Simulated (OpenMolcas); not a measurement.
# Co³⁺: CASSCF and CASPT2 terms and fine-structure levels

Wanted: the level scheme of Co³⁺ from active-space wave functions, then second-order correlation under several settings.

Program: OpenMolcas 26.06. Level of theory: state-averaged CASSCF and CASPT2, spin-orbit coupling by RASSI with atomic mean-field integrals. These are calculated values, not measurements, unless marked.

2 further runs of the same task are left out: 2 that didn't finish.

## (1) Starting point

* Species: Co³⁺ (cobalt, Z = 27, 24 electrons)
* Basis: ANO-RCC-VDZP [5s4p2d1f], 34 functions
* Scalar Hamiltonian: DKH2, point nucleus
* Inactive shells: 1s 2s 2p 3s 3p
* Active space: 6 electrons in 5 orbitals (3d)
* Some configurations of this space: 3d6
* Orbitals: optimised for each spin and parity, averaged over all roots

Outer shells as boxes (Hund's rule):

3d6
```
3d [↑↓][↑ ][↑ ][↑ ][↑ ]
```

The work runs as a chain of OpenMolcas steps in one folder; each step below is one input file. Labels, J, g values, rates, χT and fits are worked out afterwards by a script from the matrices that RASSI stores.

## (2) One- and two-electron integrals

a.inp

```
&GATEWAY
Coord
1

Co 0.0 0.0 0.0
Basis=ANO-RCC-VDZP
Group=XYZ
NoMove
AngMom=0.0 0.0 0.0
AMFI
&SEWARD
```

Started as:

```console
$ OMP_NUM_THREADS=1 MOLCAS_MEM=2252 MOLCAS_PROJECT=a pymolcas a.inp > a.log
```

Standard output:

```text
Basis set label: CO.ANO-RCC...5S4P2D1F.

      Electronic valence basis set:
      ------------------
      Associated Effective Charge  27.000000 au
      Associated Actual Charge     27.000000 au
      Nuclear Model: Point charge

      Shell  nPrim  nBasis  Cartesian Spherical Contaminant
         s      21       5        X
         p      15       4        X
         d      10       2                 X
         f       6       1                 X
                  Relativistic Douglas-Kroll-Hess integrals:
                    - DKH order of Hamiltonian: 2
                    - DKH order of Properties : 0
                  Atomic mean-field integrals
```

## (3) The next step, first with a fault in its input

a.inp

```
&RASSCF
FileOrb=start.orb
Symmetry=1
Spin=5
nActEl=7 0 0
Inactive=3 6
Ras2=5 0
CIRoot=5 5 1
SDav=5
CIMx=300
Iter=99 100
PrWF=0.3
OrbListing=Nothing
MaxOrb=0
Atom
>>> COPY $Project.JobIph JOB001
```

It stopped with:

```text
--- RASSCF ---

 Nr of active orbitals     NAC=   5
 Spin degeneracy         ISPIN=   5
 There can be no such wave function.
 ************************************************
--- Stop Module: rasscf at  /rc=_RC_INPUT_ERROR_ ---
.####################.
.# User input error #.
.####################.
```

What is wrong: nActEl holds one electron too many for this ion, which clashes with the multiplicity. No number of this attempt is used.

## (4) Reference wave functions, quintets of even parity, 5 roots

a.inp

```
&RASSCF
FileOrb=start.orb
Symmetry=1
Spin=5
nActEl=6 0 0
Inactive=3 6
Ras2=5 0
CIRoot=5 5 1
SDav=5
CIMx=300
Iter=120 100
PrWF=0.3
OrbListing=Nothing
MaxOrb=0
Atom
>>> COPY $Project.JobIph JOB001
```

start.orb holds the contracted functions of the basis, ordered by shell, or the orbitals of the step before.

Standard output (excerpt; [...] marks lines left out):

```text
[...]
      Number of active orbitals                  5
[...]
      Spin quantum number                      2.0
[...]
      Active orbitals                            5   0
[...]
      Number of CSFs                             5
      Number of root(s) required                 5
[...]
      Convergence after  9 iterations
[...]
      Natural orbitals and occupation numbers for root  1
      sym 1:   1.000000   1.000000   2.000000   1.000000   1.000000
      Natural orbitals and occupation numbers for root  2
      sym 1:   1.000000   2.000000   1.000000   1.000000   1.000000
      Natural orbitals and occupation numbers for root  3
      sym 1:   1.000000   1.000000   1.000000   2.000000   1.000000
::    RASSCF root number  1 Total energy:  -1389.84456996
::    RASSCF root number  2 Total energy:  -1389.84456996
::    RASSCF root number  3 Total energy:  -1389.84456996
::    RASSCF root number  4 Total energy:  -1389.84456996
::    RASSCF root number  5 Total energy:  -1389.84456996
```

## (5) Reference wave functions, triplets of even parity, 45 roots

a.inp

```
&RASSCF
FileOrb=start.orb
Symmetry=1
Spin=3
nActEl=6 0 0
Inactive=3 6
Ras2=5 0
CIRoot=45 45 1
SDav=45
CIMx=300
Iter=120 100
PrWF=0.3
OrbListing=Nothing
MaxOrb=0
Atom
>>> COPY $Project.JobIph JOB002
```

Standard output (excerpt; [...] marks lines left out):

```text
[...]
      Number of active orbitals                  5
[...]
      Spin quantum number                      1.0
[...]
      Active orbitals                            5   0
[...]
      Number of CSFs                            45
      Number of root(s) required                45
[...]
      Convergence after  7 iterations
[...]
      Natural orbitals and occupation numbers for root  1
      sym 1:   0.848421   1.310387   1.211389   1.553137   1.076666
      Natural orbitals and occupation numbers for root  2
      sym 1:   0.885098   1.152091   1.066296   1.534910   1.361605
      Natural orbitals and occupation numbers for root  3
      sym 1:   1.478917   1.073343   0.935594   1.460039   1.052106
::    RASSCF root number  1 Total energy:  -1389.72823337
::    RASSCF root number  2 Total energy:  -1389.72823337
::    RASSCF root number  3 Total energy:  -1389.72823337
[...]
::    RASSCF root number 27 Total energy:  -1389.69756424
::    RASSCF root number 28 Total energy:  -1389.69756424
::    RASSCF root number 29 Total energy:  -1389.69756424
::    RASSCF root number 30 Total energy:  -1389.69756424
```

## (6) CASSCF: singlets of even parity, 50 roots

a.inp

```
&RASSCF
FileOrb=start.orb
Symmetry=1
Spin=1
nActEl=6 0 0
Inactive=3 6
Ras2=5 0
CIRoot=50 50 1
SDav=50
CIMx=300
Iter=120 100
PrWF=0.3
OrbListing=Nothing
MaxOrb=0
Atom
>>> COPY $Project.JobIph JOB003
```

Started as:

```console
$ OMP_NUM_THREADS=1 MOLCAS_MEM=2252 MOLCAS_PROJECT=a pymolcas a.inp > a.log
```

Standard output (excerpt; [...] marks lines left out):

```text
[...]
      Number of active orbitals                  5
[...]
      Spin quantum number                      0.0
[...]
      Active orbitals                            5   0
[...]
      Number of CSFs                            50
      Number of root(s) required                50
[...]
      Convergence after  7 iterations
[...]
      Natural orbitals and occupation numbers for root  1
      sym 1:   1.031701   1.208779   1.557407   1.317691   0.884422
      Natural orbitals and occupation numbers for root  2
      sym 1:   1.268174   1.038750   1.715750   1.153913   0.823413
      Natural orbitals and occupation numbers for root  3
      sym 1:   1.070456   0.828844   1.141484   1.745334   1.213882
::    RASSCF root number  1 Total energy:  -1389.67025727
::    RASSCF root number  2 Total energy:  -1389.67025727
::    RASSCF root number  3 Total energy:  -1389.67025727
[...]
::    RASSCF root number 27 Total energy:  -1389.61511599
::    RASSCF root number 28 Total energy:  -1389.61511599
::    RASSCF root number 29 Total energy:  -1389.57863108
::    RASSCF root number 30 Total energy:  -1389.57863108
```

## (7) RASSI: spin-orbit coupling between the states

a.inp

```
&RASSI
NrOfJobIphs=2 5 21
1 2 3 4 5
1 2 3 4 5 6 7 8 9 10 11 12 13 14 15 16 17 18 19 20 21
IphNames
JOB001
JOB002
EJob
SpinOrbit
DIPRint=1.0
SOCoupling=1000.0
Subsets=2
MEES
Property=10
'ANGMOM' 1 'ANGMOM' 2 'ANGMOM' 3 'MLTPL  1' 1 'MLTPL  1' 2 'MLTPL  1' 3
'AMFI' 1 'AMFI' 2 'AMFI' 3 'MLTPL  2' 6
SOProperty=3
'ANGMOM' 1 'ANGMOM' 2 'ANGMOM' 3
```

Started as:

```console
$ OMP_NUM_THREADS=1 MOLCAS_MEM=2252 MOLCAS_PROJECT=a pymolcas a.inp > a.log
```

Standard output (excerpt; [...] marks lines left out):

```text
SPIN-FREE ENERGIES:
  (Shifted by EMIN (a.u.) =      -1389.8445699648)
 SF State       Relative EMIN(au)   Rel lowest level(eV)    D:o, cm**(-1)      L_eff
     1             0.0000000000        0.0000000000              0.0000         2.0
     2             0.0000000000        0.0000000000              0.0000         2.0
     3             0.0000000000        0.0000000000              0.0000         2.0
     4             0.0000000000        0.0000000000              0.0000         2.0
     5             0.0000000000        0.0000000000              0.0000         2.0
     6             0.1163365946        3.1656800107          25532.9312         5.0
     7             0.1163365946        3.1656800107          25532.9312         5.0
     8             0.1163365946        3.1656800107          25532.9312         5.0
     9             0.1163365946        3.1656800107          25532.9312         5.0
    10             0.1163365946        3.1656800107          25532.9312         5.0
[...]
Eigenvalues of complex Hamiltonian:
   -----------------------------------
  (Shifted by EMIN (a.u.) =      -1389.8445699648)
 SO State       Relative EMIN(au)   Rel lowest level(eV)    D:o, cm**(-1)     J-value
     1            -0.0030948414        0.0000000000              0.0000         1.6
     2            -0.0030948414        0.0000000000              0.0000         1.6
     3            -0.0030948414        0.0000000000              0.0000         3.3
     4            -0.0030948414        0.0000000000              0.0000         3.7
     5            -0.0030948414        0.0000000000              0.0000         3.4
     6            -0.0030948414        0.0000000000              0.0000         3.2
     7            -0.0030948414        0.0000000000              0.0000         3.8
     8            -0.0030948414        0.0000000000              0.0000         3.6
     9            -0.0030948414        0.0000000000              0.0000         3.6
    10            -0.0000737913        0.0822069612            663.0439         2.0
    11            -0.0000737913        0.0822069612            663.0439         2.4
[...]
```

These steps took 13 s in all on 1 thread of Arm Neoverse V2, shared host.

Spin-free terms, from the roots grouped by L:

| configuration | term | E (cm-1) |
| --- | --- | --- |
| 3d6 | 5D | 0.0 |
| 3d6 | 3H | 25533 |

Levels with spin-orbit coupling, from the RASSI matrices grouped by J:

```json
{"Configuration": "3d6", "Term": "5D", "J": "4", "E (cm-1)": "0.0", "Leading %": "100"}
{"Configuration": "3d6", "Term": "5D", "J": "3", "E (cm-1)": "663", "Leading %": "100"}
{"Configuration": "3d6", "Term": "5D", "J": "2", "E (cm-1)": "1123", "Leading %": "100"}
{"Configuration": "3d6", "Term": "5D", "J": "1", "E (cm-1)": "1415", "Leading %": "100"}
{"Configuration": "3d6", "Term": "5D", "J": "0", "E (cm-1)": "1557", "Leading %": "100"}
```

The table of levels holds 5 of 14 computed; the rest, higher up, is left out.

Orbitals of the lowest block:

```csv
shell,space,energy (hartree),mean occupation,⟨r²⟩ (bohr²)
1s,inactive,-287.1528,2.000,0.00421
2s,inactive,-36.8759,2.000,0.0762
2p,inactive,-31.6461,6.000,0.0618
3s,inactive,-6.0322,2.000,0.689
3p,inactive,-4.4305,6.000,0.770
3d,RAS2,,6.000,1.13
```

The strongest lines between these levels (CASSCF energies, vacuum wavelengths; moments from the reference wave functions; branching within the model space):

```
  upper    lower  type  λ (nm)   A (s-1)  branching %
3d6 5D3  3d6 5D4    M1   15080  1.02e-02        100.0
3d6 5D2  3d6 5D3    M1   21740  6.32e-03        100.0
3d6 5D1  3d6 5D2    M1   34270  2.35e-03        100.0
3d6 5D0  3d6 5D1    M1   70480  4.64e-04        100.0
```

## (8) CASPT2: IPEA 0.25, imaginary shift 0.1 (closed shells correlated: 3s 3p)

a.inp

```
>>> COPY JOB001 $Project.JobIph
&CASPT2
Multistate=5 1 2 3 4 5
Frozen=2 3
IPEA=0.25
Imaginary=0.1
MaxIter=60
WThr=0.0 0.3 0.05
PrWF=0.5
NoMix
>>> COPY JOB002 $Project.JobIph
&CASPT2
Multistate=21 1 2 3 4 5 6 7 8 9 10 11 12 13 14 15 16 17 18 19 20 21
Frozen=2 3
IPEA=0.25
Imaginary=0.1
MaxIter=60
WThr=0.0 0.3 0.05
PrWF=0.5
NoMix
```

Standard output:

```text
Orbital specifications:
      -----------------------

      Symmetry species                           1   2
                                                ag  au
      Frozen orbitals                            2   3
      Inactive orbitals                          1   3
      Active orbitals                            5   0
      Secondary orbitals                         7  13
      Deleted orbitals                           0   0
      Number of basis functions                 15  19
Type of calculation                        MS-CASPT2
      Fock operator                              state-specific
      IPEA shift                                 0.25
      Real shift                                 0.00
      Imaginary shift                            0.10
      The input orbitals will be transformed to quasi-canonical
Reference energy:       -1389.8445699648
      E2 (Non-variational):      -0.3057957287
      Shift correction:          -0.0000758889
      E2 (Variational):          -0.3058716176
      Total energy:           -1390.1504415824
      Residual norm:              0.0000008989
      Reference weight:           0.95813
      Contributions to the CASPT2 correlation energy
      Active & Virtual Only:         -0.0916141983
      One Inactive Excited:          -0.1486001966
      Two Inactive Excited:          -0.0655813338
Reference energy:       -1389.8445699648
      E2 (Non-variational):      -0.3057952775
      Shift correction:          -0.0000758910
      E2 (Variational):          -0.3058711685
      Total energy:           -1390.1504411333
      Residual norm:              0.0000009003
      Reference weight:           0.95813
      Contributions to the CASPT2 correlation energy
      Active & Virtual Only:         -0.0916140508
      One Inactive Excited:          -0.1485999238
      Two Inactive Excited:          -0.0655813029
::    CASPT2 Root  1     Total energy:  -1390.15044158
::    CASPT2 Root  2     Total energy:  -1390.15044113
::    CASPT2 Root  3     Total energy:  -1390.15044227
::    CASPT2 Root  4     Total energy:  -1390.15044117
::    CASPT2 Root  5     Total energy:  -1390.15044134
::    MS-CASPT2 Root  1     Total energy:  -1390.15044401
::    MS-CASPT2 Root  2     Total energy:  -1390.15044161
::    MS-CASPT2 Root  3     Total energy:  -1390.15044109
::    MS-CASPT2 Root  4     Total energy:  -1390.15044099
::    MS-CASPT2 Root  5     Total energy:  -1390.15043980
Orbital specifications:
      -----------------------

      Symmetry species                           1   2
                                                ag  au
      Frozen orbitals                            2   3
      Inactive orbitals                          1   3
      Active orbitals                            5   0
      Secondary orbitals                         7  13
      Deleted orbitals                           0   0
      Number of basis functions                 15  19
Type of calculation                        MS-CASPT2
      Fock operator                              state-specific
      IPEA shift                                 0.25
      Real shift                                 0.00
      Imaginary shift                            0.10
      The input orbitals will be transformed to quasi-canonical
Reference energy:       -1389.7282333702
      E2 (Non-variational):      -0.3106904601
      Shift correction:          -0.0000769290
      E2 (Variational):          -0.3107673891
      Total energy:           -1390.0390007593
      Residual norm:              0.0000002595
      Reference weight:           0.95729
      Contributions to the CASPT2 correlation energy
      Active & Virtual Only:         -0.0909386008
      One Inactive Excited:          -0.1599622788
      Two Inactive Excited:          -0.0597895805
Reference energy:       -1389.7282333702
      E2 (Non-variational):      -0.3106370667
      Shift correction:          -0.0000766487
      E2 (Variational):          -0.3107137154
      Total energy:           -1390.0389470856
      Residual norm:              0.0000002588
      Reference weight:           0.95733
      Contributions to the CASPT2 correlation energy
      Active & Virtual Only:         -0.0909262789
      One Inactive Excited:          -0.1599382137
      Two Inactive Excited:          -0.0597725740
::    CASPT2 Root  1     Total energy:  -1390.03900076
::    CASPT2 Root  2     Total energy:  -1390.03894709
::    CASPT2 Root  3     Total energy:  -1390.03888945
::    CASPT2 Root  4     Total energy:  -1390.03894945
::    CASPT2 Root  5     Total energy:  -1390.03895615
::    CASPT2 Root  6     Total energy:  -1390.03894583
::    CASPT2 Root  7     Total energy:  -1390.03889502
::    CASPT2 Root  8     Total energy:  -1390.03892280
::    CASPT2 Root  9     Total energy:  -1390.03915600
::    CASPT2 Root 10     Total energy:  -1390.03892006
::    CASPT2 Root 11     Total energy:  -1390.03886924
::    CASPT2 Root 12     Total energy:  -1390.04460468
::    CASPT2 Root 13     Total energy:  -1390.04460915
::    CASPT2 Root 14     Total energy:  -1390.04461119
::    CASPT2 Root 15     Total energy:  -1390.03281208
::    CASPT2 Root 16     Total energy:  -1390.03261430
::    CASPT2 Root 17     Total energy:  -1390.03266909
::    CASPT2 Root 18     Total energy:  -1390.03273185
::    CASPT2 Root 19     Total energy:  -1390.03266182
::    CASPT2 Root 20     Total energy:  -1390.03306460
::    CASPT2 Root 21     Total energy:  -1390.03290924
::    MS-CASPT2 Root  1     Total energy:  -1390.04468850
::    MS-CASPT2 Root  2     Total energy:  -1390.04466477
::    MS-CASPT2 Root  3     Total energy:  -1390.04464564
::    MS-CASPT2 Root  4     Total energy:  -1390.03967484
::    MS-CASPT2 Root  5     Total energy:  -1390.03956209
::    MS-CASPT2 Root  6     Total energy:  -1390.03936834
::    MS-CASPT2 Root  7     Total energy:  -1390.03926541
::    MS-CASPT2 Root  8     Total energy:  -1390.03910532
::    MS-CASPT2 Root  9     Total energy:  -1390.03900715
```

This run: 2 s of run time, 1 thread of Arm Neoverse V2, shared host.

SS-CASPT2: lowest energy less the reference's lowest, -0.3059 hartree; reference weights 0.954 to 0.958. These are the single-state energies of the run (the lines without MS-).

Levels with spin-orbit coupling, from the RASSI matrix with the averaged CASPT2 term energies on its diagonal:

```json
{"Configuration": "3d6", "Term": "5D", "J": "4", "E (cm-1)": "0.0", "g": "1.501", "Leading %": "100"}
{"Configuration": "3d6", "Term": "5D", "J": "3", "E (cm-1)": "667", "g": "1.501", "Leading %": "100"}
{"Configuration": "3d6", "Term": "5D", "J": "2", "E (cm-1)": "1123", "g": "1.501", "Leading %": "100"}
{"Configuration": "3d6", "Term": "5D", "J": "1", "E (cm-1)": "1409", "g": "1.501", "Leading %": "100"}
{"Configuration": "3d6", "Term": "5D", "J": "0", "E (cm-1)": "1548", "g": "", "Leading %": "100"}
{"Configuration": "3d6", "Term": "3P", "J": "2", "E (cm-1)": "23020", "g": "1.501", "Leading %": "100"}
{"Configuration": "3d6", "Term": "3H", "J": "6", "E (cm-1)": "24840", "g": "1.167", "Leading %": "100"}
{"Configuration": "3d6", "Term": "3P", "J": "1", "E (cm-1)": "24900", "g": "1.501", "Leading %": "100"}
{"Configuration": "3d6", "Term": "3H", "J": "5", "E (cm-1)": "25220", "g": "1.033", "Leading %": "100"}
{"Configuration": "3d6", "Term": "3H", "J": "4", "E (cm-1)": "25530", "g": "0.800", "Leading %": "100"}
```

## (9) A CASPT2 run with a fault

a.inp, as its differences from that of step 8:

```diff
@@ -4,3 +4,3 @@
 Frozen=2 3
-IPEA=0.25
+IPEA=1.5
 Imaginary=0.1
@@ -14,3 +14,3 @@
 Frozen=2 3
-IPEA=0.25
+IPEA=1.5
 Imaginary=0.1
```

Started as:

```console
$ OMP_NUM_THREADS=1 MOLCAS_MEM=2252 MOLCAS_PROJECT=a pymolcas a.inp > a.log
```

Standard output (excerpt; [...] marks lines left out):

```text
[...]
      Active orbitals                            5   0
[...]
      E2 (Variational):          -0.2764959030
      Total energy:           -1390.1210658679
[...]
::    CASPT2 Root  1     Total energy:  -1390.12106587
::    CASPT2 Root  2     Total energy:  -1390.12106528
[...]
::    MS-CASPT2 Root  6     Total energy:  -1390.00613241
::    MS-CASPT2 Root  7     Total energy:  -1390.00563183
::    MS-CASPT2 Root  8     Total energy:  -1390.00517751
::    MS-CASPT2 Root  9     Total energy:  -1390.00498791
```

This run: 2 s of run time, 1 thread of Arm Neoverse V2, shared host.

What is wrong: The IPEA shift is far above its usual 0.25 hartree.

Its levels beside those of the sound run (SS-CASPT2, IPEA 0.25, imaginary shift 0.1 (closed shells correlated: 3s 3p)), in cm-1:

```
  level  this run  sound run
3d6 5D4       0.0        0.0
3d6 5D3       665        667
3d6 5D2      1122       1123
3d6 5D1      1411       1409
3d6 5D0      1551       1548
3d6 3P2     25125      23021
```

The levels move by 420 cm⁻¹ on average and by 2100 cm⁻¹ at most. They are not used below.

## (10) The methods side by side

A. CASSCF
B. SS-CASPT2, IPEA 0.25, imaginary shift 0.1 (closed shells correlated: 3s 3p)

Energies in cm-1 above each method's lowest level; measured values from Sugar and Corliss, J. Phys. Chem. Ref. Data 10, 1097 (1981).

```csv
level,A,B,measured
3d6 5D4,0.0,0.0,0.0
3d6 5D3,663,667,639
3d6 5D2,1123,1123,1078
3d6 5D1,1415,1409,
3d6 5D0,1557,1548,1494
```

Mean absolute deviation from the 3 measured excited levels that all methods hold: A 44 cm⁻¹, B 43 cm⁻¹.

## (11) Results

| quantity | value |
| --- | --- |
| method | SS-CASPT2, IPEA 0.25, imaginary shift 0.1 (closed shells correlated: 3s 3p) |
| lowest level | 3d6 5D4, 100 % of that term, g = 1.501 |
| ground level listed by NIST | 5D4 |
| first excited level | 3d6 5D3 at 667 cm-1 |
| lowest level of another term | 3d6 3P2 at 23020 cm-1 |
| spin-orbit lowering of the lowest level | 686 cm-1 |
| strongest of the lines computed, by gA (one parity, so forbidden lines), at CASSCF energies | 3d6 5D3 → 3d6 5D4, 15080 nm, A = 1.02e-02 s⁻¹ |

What each method costs and misses:

```
                                              method  time of its own steps  time with the reference  mean absolute difference from the measured levels (cm-1)
                                           A. CASSCF                   13 s                     13 s                                                        44
B. SS-CASPT2, IPEA 0.25, imaginary shift 0.1, +3s 3p                    2 s                     15 s                                                        43
```

Times are of one thread on a shared host.

The multiplet 5D is inverted; its intervals divided by the larger J differ by 19 % of their mean, where Landé's rule for pure LS coupling makes them equal. Method B lies closest to the measured levels (43 cm⁻¹ on average, level with A) and A farthest (44). These are fine-structure levels alone, which test spin-orbit coupling more than correlation. Only the configurations of the active space and the roots asked for are present. Not all states of the active space went into the spin-orbit step. CASPT2 does not keep the components of a term degenerate, and the means are used. The basis is small and contracted for the neutral atom, so it is rough for this charge. Only valence configurations of the active space appear, up to the ionisation limit; * or ° marks odd parity.
